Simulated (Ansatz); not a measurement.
# CH₈GeN₂: up Jacob's ladder to CCSD(T)

One table from this session's results is given with a row withheld; the runs are named, their logs left out.

Method: functionals in def2-TZVPP, the program's frozen cores in correlated methods; program: Ansatz 0.2.0, Gaussian basis.

Plan: PBE-D4, r2SCAN-D4, PBE0-D4, B3LYP-D4, ωB97X-V, ωB97M-V, B2PLYP; CCSD(T)/def2-TZVPP; MP2/def2-QZVPP; extrapolation to the limit.

### Structure used throughout

The geometry comes from an earlier relaxation with PBE0-D4 in a triple-zeta def2 set; it is a stationary point, not always the lowest conformer.

SMILES `N[CH2][GeH2][NH2]`, 12 atoms, charge 0, spin multiplicity 1.

Atoms are counted from 1 here; the program's logs count them from 0.

Bond lengths: N1–C2 1.455 Å, N1–H5 1.012 Å, N1–H6 1.012 Å, C2–Ge3 1.972 Å, C2–H7 1.094 Å, C2–H8 1.101 Å, Ge3–N4 1.845 Å, Ge3–H9 1.543 Å, Ge3–H10 1.537 Å, N4–H11 1.010 Å, N4–H12 1.010 Å. Angles: C2–N1–H5 111.5°, C2–N1–H6 111.0°, H5–N1–H6 107.1°, N1–C2–Ge3 109.2°, N1–C2–H7 109.0°, N1–C2–H8 115.3°, Ge3–C2–H7 107.0°, Ge3–C2–H8 109.1°, H7–C2–H8 106.8°, C2–Ge3–N4 114.6°, C2–Ge3–H9 107.9°, C2–Ge3–H10 110.2°, N4–Ge3–H9 106.7°, N4–Ge3–H10 106.6°, H9–Ge3–H10 110.7°, Ge3–N4–H11 114.3°, Ge3–N4–H12 114.8°, H11–N4–H12 108.5°.

Geometry (Å):

```xyz
12
CH8GeN2
N    -0.80007    1.91285   -0.00701
C    -0.77942    0.50075   -0.35806
Ge    0.93525   -0.28633    0.21435
N     1.01560   -2.12532    0.09480
H    -1.64264    2.36550   -0.33899
H    -0.77185    2.03764    0.99694
H    -0.82894    0.40311   -1.44634
H    -1.60621   -0.09852    0.05364
H     1.14889    0.07118    1.70051
H     2.08440    0.26072   -0.64741
H     1.01566   -2.48166   -0.85069
H     0.30644   -2.61502    0.62236
```

The first run:

The input, in.yaml:

```yaml
crystal:
  periodic: [false, false, false]
  atoms:
    - {symbol: N, position_ang: [-0.800066, 1.912855, -0.007009]}
    - {symbol: C, position_ang: [-0.779422, 0.500747, -0.358063]}
    - {symbol: Ge, position_ang: [0.935254, -0.286329, 0.214349]}
    - {symbol: N, position_ang: [1.015595, -2.125324, 0.094804]}
    - {symbol: H, position_ang: [-1.642640, 2.365495, -0.338995]}
    - {symbol: H, position_ang: [-0.771852, 2.037645, 0.996943]}
    - {symbol: H, position_ang: [-0.828938, 0.403114, -1.446339]}
    - {symbol: H, position_ang: [-1.606215, -0.098522, 0.053635]}
    - {symbol: H, position_ang: [1.148888, 0.071177, 1.700508]}
    - {symbol: H, position_ang: [2.084401, 0.260718, -0.647409]}
    - {symbol: H, position_ang: [1.015659, -2.481661, -0.850688]}
    - {symbol: H, position_ang: [0.306436, -2.615015, 0.622364]}
basis:
  gaussian: {orbitals: def2-TZVPP}
hamiltonian: {xc: pbe, dispersion: d4}
output: {forces: true, orbitals: {seedname: orbitals}}
```

Run with:

```sh
$ ansatz run in.yaml --threads 4 --pin off --events-out ev --progress --plain --max-ram 10444MiB
```

Steps of the session up to this table: PBE-D4 (GGA); r2SCAN-D4 (meta-GGA); PBE0-D4 (hybrid); B3LYP-D4 (hybrid); ωB97X-V (range-separated); ωB97M-V (range-separated); B2PLYP (double hybrid); CCSD(T) in def2-TZVPP; MP2 in def2-QZVPP.

One of the session's tables, all rows but one given; the rest of the session is left out.

```
            method  atomisation energy (kJ/mol)
            PBE-D4                       4002.3
         r2SCAN-D4                       3924.1
           PBE0-D4                       3932.4
          B3LYP-D4                       3954.2
           ωB97X-V                       3969.9
           ωB97M-V                       3951.4
            B2PLYP                       3903.7
     HF/def2-TZVPP                       2716.4
    MP2/def2-TZVPP                       3861.4
   CCSD/def2-TZVPP                       3793.7
CCSD(T)/def2-TZVPP                            ?
           MP2/CBS                       3969.7
       CCSD(T)/CBS                       3957.2
```

Estimate the missing values for CCSD(T)/def2-TZVPP.

The run gave: atomisation energy (kJ/mol): 3849.0. In the column «atomisation energy (kJ/mol)» it lies between CCSD/def2-TZVPP (3793.7) and MP2/def2-TZVPP (3861.4).

Caveats from the session: Free atoms (2 N, 1 C, 1 Ge, 8 H) were run apart at each level; the atomisation energy is their sum less the molecule, without zero-point or spin-orbit terms.
